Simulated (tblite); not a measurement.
# C4H11F3OSi2: the cost of one run

Programs: tblite 0.8.0 and PySCF 2.14.0, with density-fitted response routines of our own. Each step states its level of theory. These are calculated values for one molecule in the gas phase, unless marked as measured. Atoms count from 0, in the outputs and in this text.

### Step 1. The starting structure

21 atoms, charge 0, multiplicity 1; geometry from: force field or distance geometry start.

Bonds of the start (Å): C0–Si1 1.88, Si1–C2 1.89, Si1–C3 1.83, Si1–O4 1.70, O4–Si5 1.69, Si5–C6 1.89, C6–F7 1.40, C6–F8 1.36, C6–F9 1.40, C0–H10 1.14, C0–H11 1.11, C0–H12 1.10, C2–H13 1.09, C2–H14 1.10, C2–H15 1.12, C3–H16 1.12, C3–H17 1.13, C3–H18 1.08, Si5–H19 1.50, Si5–H20 1.46.

### Step 2. Optimising the geometry with GFN2-xTB

The job: settings as JSON, then the geometry in Å.

```
{"job": {"kind": "relax", "xc": "GFN2-xTB", "basis": "xTB"}, "charge": 0, "multiplicity": 1}
C     -1.980600     1.392400     0.728000
Si    -0.881600    -0.028400     0.182700
C     -1.875400    -1.588700     0.545600
C     -0.656700     0.136100    -1.630700
O      0.529100    -0.161500     1.113000
Si     1.882900     0.662000     0.531300
C      3.124600    -0.569500    -0.173600
F      4.230200     0.160800    -0.634300
F      2.561300    -1.320000    -1.155800
F      3.615100    -1.375600     0.860800
H     -2.656200     1.676100    -0.139300
H     -2.615900     1.053700     1.566800
H     -1.361400     2.241400     1.049200
H     -2.712900    -1.372500     1.213100
H     -2.181600    -2.099200    -0.381200
H     -1.209900    -2.306700     1.096200
H     -1.095300     1.112100    -1.947300
H     -1.288400    -0.666300    -2.115200
H      0.362200     0.022200    -1.983800
H      2.613000     1.300400     1.678200
H      1.588700     1.748200    -0.404100
```

On the command line:

```console
$ OMP_NUM_THREADS=1 python probes_run.py task.json out
```

One launch serves the whole session: the jobs run in the order shown.

**Question.** How long does this first job take on 1 thread of Arm Neoverse V1, shared host?

About 2 s.
